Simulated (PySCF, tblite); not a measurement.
# C₃H₁₂B₂GeO₂: geometry, infrared bands and NMR shifts

Wanted: the infrared bands and NMR shifts of C₃H₁₂B₂GeO₂ (`BOB(C)[O][GeH]([CH3])[CH3]`), by calculation.

The runs use tblite 0.8.0 and PySCF 2.14.0, with density-fitted response routines of our own; the level of theory stands in each step. All values are computed, except where a source is named. Atoms count from 0, in the outputs and in this text.

## 1. Starting geometry

20 atoms, charge 0, multiplicity 1; geometry from: force field or distance geometry start.

Bonds of the start (Å): B0–O1 1.47, O1–B2 1.46, B2–C3 1.59, B2–O4 1.49, O4–Ge5 1.79, Ge5–C6 1.95, Ge5–C7 1.92, B0–H8 1.18, B0–H9 1.19, C3–H10 1.09, C3–H11 1.11, C3–H12 1.12, Ge5–H13 1.56, C6–H14 1.11, C6–H15 1.09, C6–H16 1.11, C7–H17 1.10, C7–H18 1.12, C7–H19 1.12.

## 2. Optimising the geometry with GFN2-xTB

What the job is given:

```
{"job": {"kind": "relax", "xc": "GFN2-xTB", "basis": "xTB"}, "charge": 0, "multiplicity": 1}
B      2.702100    -1.332700    -0.223000
O      1.490400    -0.551300     0.060300
B      1.242200     0.478100    -0.943400
C      1.927200     1.889700    -0.658500
O     -0.177800     0.560400    -1.374500
Ge    -1.136200     0.059500     0.046200
C     -1.378600    -1.866000    -0.183200
C     -2.897700     0.823600     0.095800
H      3.766000    -0.851600    -0.366900
H      2.680100    -2.438700     0.222200
H      2.801100     1.991000    -1.309600
H      1.210700     2.703600    -0.885100
H      2.159000     1.952100     0.437700
H     -0.329400     0.262100     1.365200
H     -1.833100    -2.201200     0.776400
H     -2.050900    -1.991000    -1.034700
H     -0.362400    -2.286500    -0.337100
H     -2.939500     1.869100    -0.234200
H     -3.620200     0.197600    -0.493200
H     -3.258000     0.742800     1.152500
```

Command:

```sh
$ OMP_NUM_THREADS=1 python probes_run.py task.json out
```

The driver reads the jobs from task.json and runs them one after another.

**Question.** This job is followed by: GFN2-xTB harmonic vibrations, gas phase; GIAO PBE0/pcSseg-1 NMR shielding, non-relativistic, gas phase. What will the session give for the following? strongest single infrared mode (GFN2-xTB); zero-point energy (GFN2-xTB); 13C shifts against TMS (PBE0/pcSseg-1, means over atoms taken as alike); 1H shifts against TMS (PBE0/pcSseg-1, means over atoms taken as alike); 11B shifts against BF3·OEt2 (PBE0/pcSseg-1); 17O shifts against H2O (PBE0/pcSseg-1); 73Ge shifts against GeMe4 (PBE0/pcSseg-1).

**Answer**, as computed:

```
                                                               quantity                       value
                              strongest single infrared mode (GFN2-xTB)       1551 cm⁻¹, 563 km/mol
                                           zero-point energy (GFN2-xTB)               92.7 kcal/mol
13C shifts against TMS (PBE0/pcSseg-1, means over atoms taken as alike)                2.7, 2.3 ppm
 1H shifts against TMS (PBE0/pcSseg-1, means over atoms taken as alike)  5.60, 5.41, 0.57, 0.35 ppm
                            11B shifts against BF3·OEt2 (PBE0/pcSseg-1)              40.1, 24.4 ppm
                                 17O shifts against H2O (PBE0/pcSseg-1)            285.8, 130.4 ppm
                              73Ge shifts against GeMe4 (PBE0/pcSseg-1)                      32 ppm
```

**Reading.** Over 146 steps the energy fell by 2.362 eV; of the close pairs, B0–O1 changed most, 1.469 to 1.298 Å. All 54 modes are real, so the xTB geometry is a minimum. The strongest single mode, at 1551 cm⁻¹, moves mainly O1 and B0. Unscaled tight-binding wavenumbers are off by several per cent, some by more. Its intensities can rank the bands wrongly. At PBE0/pcSseg-1: Shielding is most anisotropic at O1 (span 262 ppm, paramagnetic term -343 ppm). Spin-orbit coupling is left out, which matters for shieldings and couplings at and beside the heavy atoms.
